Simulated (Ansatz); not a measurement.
# Sc3ReBi: a trial structure relaxed

Where does Sc3ReBi go from the start given, cubic perovskite type (Pm-3m, No. 221)?

Computed with Ansatz 0.2.0 (DFT r2SCAN, scalar-relativistic, plane waves, PAW, unless a step's input says otherwise).

**1. The structure to begin with**

The structure is cubic, space group Pm-3m (No. 221). The conventional cell has a = 4.605 Å, b = 4.605 Å, c = 4.605 Å, α = 90.00°, β = 90.00°, γ = 90.00°. Sc (site symmetry 4/mmm) is surrounded by 2 Bi at 2.30 Å. Re (site symmetry m-3m) is surrounded by 12 Sc at 3.26 Å. Around Bi (site symmetry m-3m) lie 6 Sc at 2.30 Å.

As a file:

```cif
data_structure
_symmetry_space_group_name_H-M 'P 1'
_symmetry_Int_Tables_number 1
_cell_length_a 4.6054
_cell_length_b 4.6054
_cell_length_c 4.6054
_cell_angle_alpha 90.000
_cell_angle_beta 90.000
_cell_angle_gamma 90.000
_cell_volume 97.68
loop_
_atom_site_label
_atom_site_type_symbol
_atom_site_fract_x
_atom_site_fract_y
_atom_site_fract_z
_atom_site_occupancy
Sc1 Sc 0.00000 0.50000 0.50000 1
Sc2 Sc 0.50000 0.00000 0.50000 1
Sc3 Sc 0.50000 0.50000 0.00000 1
Re1 Re 0.00000 0.00000 0.00000 1
Bi1 Bi 0.50000 0.50000 0.50000 1
```

(A quick probe on a coarse mesh, which set the mesh and smearing, is not shown.)

**3. Coarse relaxation**

input.yaml reads:

```yaml
crystal:
  lattice:
    - [4.6053547584, 0.0, 0.0]
    - [0.0, 4.6053547584, 0.0]
    - [0.0, 0.0, 4.6053547584]
  atoms:
    - { symbol: Sc, position: [0.0, 0.5, 0.5] }
    - { symbol: Sc, position: [0.5, 0.0, 0.5] }
    - { symbol: Sc, position: [0.5, 0.5, 0.0] }
    - { symbol: Re, position: [0.0, 0.0, 0.0] }
    - { symbol: Bi, position: [0.5, 0.5, 0.5] }
basis:
  ecutwfc: 500
kpoints:
  mp_grid: { grid: [4, 4, 4] }
hamiltonian:
  xc: r2scan
scf:
  occupations: { method: gaussian, width: 0.1 }
  lower_state_search: "off"
output:
  forces: true
  stress: true
  eigenvalues: true
relax:
  adjacent_minimum: "off"
  f_tol: 0.04
  max_steps: 70
  cell: { stress_tol: 0.4 }
```

On the command line:

```sh
ansatz run input.yaml --threads 1 --pin off --max-ram 2560MiB --backend cpu --events-out ev --progress --plain --runs-dir out
```

The session goes on with these runs: relaxing cell and atoms.

What does the calculation give?

As calculated:

| quantity | value |
| --- | --- |
| cell | a = 5.226 Å, b = 5.226 Å, c = 5.226 Å, α = 90.00°, β = 90.00°, γ = 90.00° |
| space group | Pm-3m (No. 221) |
| volume | 28.54 Å³/atom |
| gap on the mesh | none (metal) |

The space group stayed Pm-3m, and from the first guess the volume went from 19.54 to 28.54 Å³/atom. Spin-orbit coupling is left out for Bi, Re.
